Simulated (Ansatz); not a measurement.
**C₄HIO₃: one species, many methods**

The task here is to estimate one member of a computed series from the others.

The runs use Ansatz 0.2.0, Gaussian basis; functionals in def2-TZVPP, the program's frozen cores in correlated methods.

Levels to be run: LDA (SPW92), PBE-D4, revPBE-D4, BLYP-D4, r2SCAN-D4, B97M-V, PBE0-D4, B3LYP-D4, r2SCANh-D4, r2SCAN0-D4, HSE06-D4, BHLYP-D4, CAM-B3LYP-D4, LC-ωPBE, ωB97X-V, ωB97M-V, B2PLYP, PBE-QIDH; CCSD(T)/def2-SVP; CCSD(T)/def2-TZVPP; MP2/def2-QZVPP; extrapolation to the limit; RPA on PBE.

## Structure used throughout

All runs share one geometry, relaxed beforehand with PBE0-D4 in a triple-zeta def2 set. I takes the def2 core potential; no spin-orbit term is included.

SMILES `O=C1C=C(I)C(=O)O1`, 9 atoms, charge 0, spin multiplicity 1.

Atoms are counted from 1 here; the program's logs count them from 0.

Bond lengths: O1–C2 1.186 Å, C2–C3 1.477 Å, C2–O8 1.384 Å, C3–C4 1.331 Å, C3–H9 1.079 Å, C4–I5 2.040 Å, C4–C6 1.496 Å, C6–O7 1.184 Å, C6–O8 1.371 Å. Angles: O1–C2–C3 129.8°, O1–C2–O8 122.2°, C3–C2–O8 108.0°, C2–C3–C4 107.6°, C2–C3–H9 122.5°, C4–C3–H9 129.9°, C3–C4–I5 130.5°, C3–C4–C6 108.1°, I5–C4–C6 121.3°, C4–C6–O7 129.4°, C4–C6–O8 107.2°, O7–C6–O8 123.4°, C2–O8–C6 109.0°.

The first run:

in.yaml

```yaml
crystal:
  periodic: [false, false, false]
  atoms:
    - {symbol: O, position_ang: [0.843479, -2.137012, 1.141404]}
    - {symbol: C, position_ang: [0.447697, -1.198410, 0.534123]}
    - {symbol: C, position_ang: [0.234112, 0.193641, 0.978692]}
    - {symbol: C, position_ang: [-0.222342, 0.883750, -0.063368]}
    - {symbol: I, position_ang: [-0.743248, 2.849459, -0.225998]}
    - {symbol: C, position_ang: [-0.321511, -0.046221, -1.230508]}
    - {symbol: O, position_ang: [-0.681722, 0.171414, -2.337286]}
    - {symbol: O, position_ang: [0.096007, -1.280195, -0.802218]}
    - {symbol: H, position_ang: [0.436129, 0.517175, 1.988060]}
basis:
  gaussian: {orbitals: def2-TZVPP}
hamiltonian: {xc: lda}
output: {orbitals: {seedname: orbitals}}
```

Steps of the session up to this table: LDA; PBE-D4 (GGA); revPBE-D4 (GGA); BLYP-D4 (GGA); r2SCAN-D4 (meta-GGA); B97M-V (meta-GGA); PBE0-D4 (hybrid); B3LYP-D4 (hybrid); r2SCANh-D4 (hybrid); r2SCAN0-D4 (hybrid); HSE06-D4 (hybrid); BHLYP-D4 (hybrid); CAM-B3LYP-D4 (range-separated); LC-ωPBE (range-separated); ωB97X-V (range-separated); ωB97M-V (range-separated); B2PLYP (double hybrid); PBE-QIDH (double hybrid).

One of the session's tables, all rows but one given; the rest of the session is left out.

It belongs to the step «Orbital energies across the functionals». 

| functional | HOMO (eV) | LUMO (eV) | gap (eV) |
| --- | --- | --- | --- |
| LDA (SPW92) | -7.33 | -4.45 | 2.87 |
| PBE-D4 | -7.11 | -4.17 | 2.94 |
| revPBE-D4 | -7.04 | -4.08 | 2.96 |
| BLYP-D4 | -6.97 | -4.02 | 2.95 |
| r2SCAN-D4 | -7.42 | -4.14 | 3.28 |
| B97M-V | -7.38 | -3.99 | 3.39 |
| PBE0-D4 | -8.23 | -3.35 | 4.88 |
| B3LYP-D4 | -8.00 | -3.53 | 4.47 |
| r2SCANh-D4 | ? | ? | ? |
| r2SCAN0-D4 | -8.42 | -3.34 | 5.08 |
| HSE06-D4 | -7.85 | -3.72 | 4.12 |
| BHLYP-D4 | -9.18 | -2.32 | 6.86 |
| CAM-B3LYP-D4 | -9.45 | -2.25 | 7.20 |
| LC-ωPBE | -10.74 | -1.18 | 9.57 |
| ωB97X-V | -10.40 | -1.19 | 9.20 |
| ωB97M-V | -10.28 | -1.21 | 9.07 |

**Question.** Estimate the row for r2SCANh-D4.

Worked estimate for «HOMO (eV)». Against the share of exact exchange, r2SCAN-D4 (0, -7.42), r2SCAN0-D4 (0.25, -8.42) give a slope of -4.00 per unit share; at 0.1 the line stands at -7.82.

**Answer.** HOMO (eV): -7.82; LUMO (eV): -3.82; gap (eV): 3.99. In «HOMO (eV)» the line misses by 0.00.
